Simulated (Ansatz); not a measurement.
# C4H12ClNSi: up Jacob's ladder to CCSD(T)

An exercise on one series of results from a longer session: the logs are not shown, and one member is left open.

Computed with Ansatz 0.2.0, Gaussian basis. Level: functionals in def2-TZVPP, the program's frozen cores in correlated methods.

Levels to be run: LDA (SPW92), PBE-D4, revPBE-D4, BLYP-D4, r2SCAN-D4, B97M-V, PBE0-D4, B3LYP-D4, r2SCANh-D4, r2SCAN0-D4, HSE06-D4, BHLYP-D4, CAM-B3LYP-D4, LC-ωPBE, ωB97X-V, ωB97M-V, B2PLYP, PBE-QIDH; CCSD(T)/def2-SVP; CCSD(T)/def2-TZVPP; MP2/def2-QZVPP; extrapolation to the limit; RPA on PBE.

## The relaxed structure

All runs share one geometry, relaxed beforehand with PBE0-D4 in a triple-zeta def2 set.

SMILES `CC(C)N(C)[SiH2]Cl`, 19 atoms, charge 0, spin multiplicity 1.

Atoms are counted from 1 here; the program's logs count them from 0.

Bond lengths: C1–C2 1.522 Å, C1–H8 1.092 Å, C1–H9 1.092 Å, C1–H10 1.093 Å, C2–C3 1.524 Å, C2–N4 1.464 Å, C2–H11 1.097 Å, C3–H12 1.093 Å, C3–H13 1.092 Å, C3–H14 1.092 Å, N4–C5 1.448 Å, N4–Si6 1.697 Å, C5–H15 1.096 Å, C5–H16 1.094 Å, C5–H17 1.092 Å, Si6–Cl7 2.080 Å, Si6–H18 1.480 Å, Si6–H19 1.480 Å. Angles: C2–C1–H8 110.8°, C2–C1–H9 110.2°, C2–C1–H10 111.6°, H8–C1–H9 108.5°, H8–C1–H10 108.4°, H9–C1–H10 107.3°, C1–C2–C3 111.5°, C1–C2–N4 111.7°, C1–C2–H11 107.3°, C3–C2–N4 112.8°, C3–C2–H11 107.5°, N4–C2–H11 105.7°, C2–C3–H12 111.4°, C2–C3–H13 110.3°, C2–C3–H14 110.9°, H12–C3–H13 107.4°, H12–C3–H14 108.3°, H13–C3–H14 108.4° and more.

Geometry (Å):

```mol
C4H12ClNSi
  3D, bonds by distance, orders not assigned

 19 18  0  0  0  0  0  0  0  0999 V2000
    0.2466    1.7690   -0.8769 C   0  0
    0.6435    0.4265   -0.2797 C   0  0
    1.0448   -0.5689   -1.3612 C   0  0
   -0.3923   -0.0947    0.6137 N   0  0
   -1.6639   -0.4436    0.0157 C   0  0
    0.0324   -0.7006    2.1407 Si  0  0
    0.7852   -2.6394    2.1305 Cl  0  0
   -0.0400    2.4724   -0.0929 H   0  0
    1.0831    2.1949   -1.4354 H   0  0
   -0.5901    1.6683   -1.5727 H   0  0
    1.5227    0.5989    0.3530 H   0  0
    0.2261   -0.7458   -2.0634 H   0  0
    1.8903   -0.1839   -1.9359 H   0  0
    1.3336   -1.5262   -0.9227 H   0  0
   -1.5859   -1.2645   -0.7068 H   0  0
   -2.1124    0.4157   -0.4917 H   0  0
   -2.3607   -0.7583    0.7953 H   0  0
    1.1166    0.1346    2.7029 H   0  0
   -1.1796   -0.7544    2.9877 H   0  0
  1  2  8  0
  2  3  8  0
  2  4  8  0
  4  5  8  0
  4  6  8  0
  6  7  8  0
  1  8  8  0
  1  9  8  0
  1 10  8  0
  2 11  8  0
  3 12  8  0
  3 13  8  0
  3 14  8  0
  5 15  8  0
  5 16  8  0
  5 17  8  0
  6 18  8  0
  6 19  8  0
M  END
```

Set-up of the first run:

in.yaml reads:

```yaml
crystal:
  periodic: [false, false, false]
  atoms:
    - {symbol: C, position_ang: [0.246614, 1.768983, -0.876941]}
    - {symbol: C, position_ang: [0.643496, 0.426477, -0.279666]}
    - {symbol: C, position_ang: [1.044837, -0.568939, -1.361240]}
    - {symbol: N, position_ang: [-0.392254, -0.094695, 0.613674]}
    - {symbol: C, position_ang: [-1.663885, -0.443563, 0.015650]}
    - {symbol: Si, position_ang: [0.032438, -0.700559, 2.140709]}
    - {symbol: Cl, position_ang: [0.785174, -2.639368, 2.130468]}
    - {symbol: H, position_ang: [-0.039990, 2.472420, -0.092907]}
    - {symbol: H, position_ang: [1.083140, 2.194861, -1.435393]}
    - {symbol: H, position_ang: [-0.590125, 1.668323, -1.572673]}
    - {symbol: H, position_ang: [1.522653, 0.598881, 0.352985]}
    - {symbol: H, position_ang: [0.226051, -0.745776, -2.063368]}
    - {symbol: H, position_ang: [1.890310, -0.183935, -1.935925]}
    - {symbol: H, position_ang: [1.333599, -1.526214, -0.922709]}
    - {symbol: H, position_ang: [-1.585910, -1.264495, -0.706840]}
    - {symbol: H, position_ang: [-2.112360, 0.415706, -0.491729]}
    - {symbol: H, position_ang: [-2.360722, -0.758293, 0.795250]}
    - {symbol: H, position_ang: [1.116559, 0.134629, 2.702911]}
    - {symbol: H, position_ang: [-1.179616, -0.754442, 2.987744]}
basis:
  gaussian: {orbitals: def2-TZVPP}
hamiltonian: {xc: lda}
output: {orbitals: {seedname: orbitals}}
```

Among the steps run: LDA; PBE-D4 (GGA); revPBE-D4 (GGA); BLYP-D4 (GGA); r2SCAN-D4 (meta-GGA); B97M-V (meta-GGA); PBE0-D4 (hybrid); B3LYP-D4 (hybrid); r2SCANh-D4 (hybrid); r2SCAN0-D4 (hybrid); HSE06-D4 (hybrid); BHLYP-D4 (hybrid); CAM-B3LYP-D4 (range-separated); LC-ωPBE (range-separated); ωB97X-V (range-separated); ωB97M-V (range-separated); B2PLYP (double hybrid); PBE-QIDH (double hybrid).

One of the session's tables, all rows but one given; the rest of the session is left out.

It belongs to the step «Frontier levels by functional». 

| functional | HOMO (eV) | LUMO (eV) | gap (eV) |
| --- | --- | --- | --- |
| LDA (SPW92) | -5.65 | -0.39 | 5.26 |
| PBE-D4 | -5.51 | -0.11 | 5.40 |
| revPBE-D4 | -5.45 | 0.02 | 5.47 |
| BLYP-D4 | -5.38 | 0.02 | 5.40 |
| r2SCAN-D4 | -5.74 | 0.31 | 6.05 |
| B97M-V | -5.91 | 0.02 | 5.94 |
| PBE0-D4 | -6.80 | 0.74 | 7.54 |
| B3LYP-D4 | -6.58 | 0.51 | 7.09 |
| r2SCANh-D4 | -6.23 | 0.59 | 6.82 |
| r2SCAN0-D4 | ? | ? | ? |
| HSE06-D4 | -6.41 | 0.37 | 6.77 |
| BHLYP-D4 | -8.04 | 1.52 | 9.55 |
| CAM-B3LYP-D4 | -8.16 | 1.66 | 9.82 |
| LC-ωPBE | -9.50 | 2.88 | 12.38 |
| ωB97X-V | -9.17 | 2.69 | 11.86 |
| ωB97M-V | -9.10 | 2.33 | 11.43 |

Estimate the missing values for r2SCAN0-D4.

Worked estimate for «HOMO (eV)». Against the share of exact exchange, r2SCAN-D4 (0, -5.74), r2SCANh-D4 (0.1, -6.23) give a slope of -4.90 per unit share; at 0.25 the line stands at -6.96.

As computed: HOMO (eV): -6.97; LUMO (eV): 1.01; gap (eV): 7.98. In «HOMO (eV)» the line misses by +0.01.
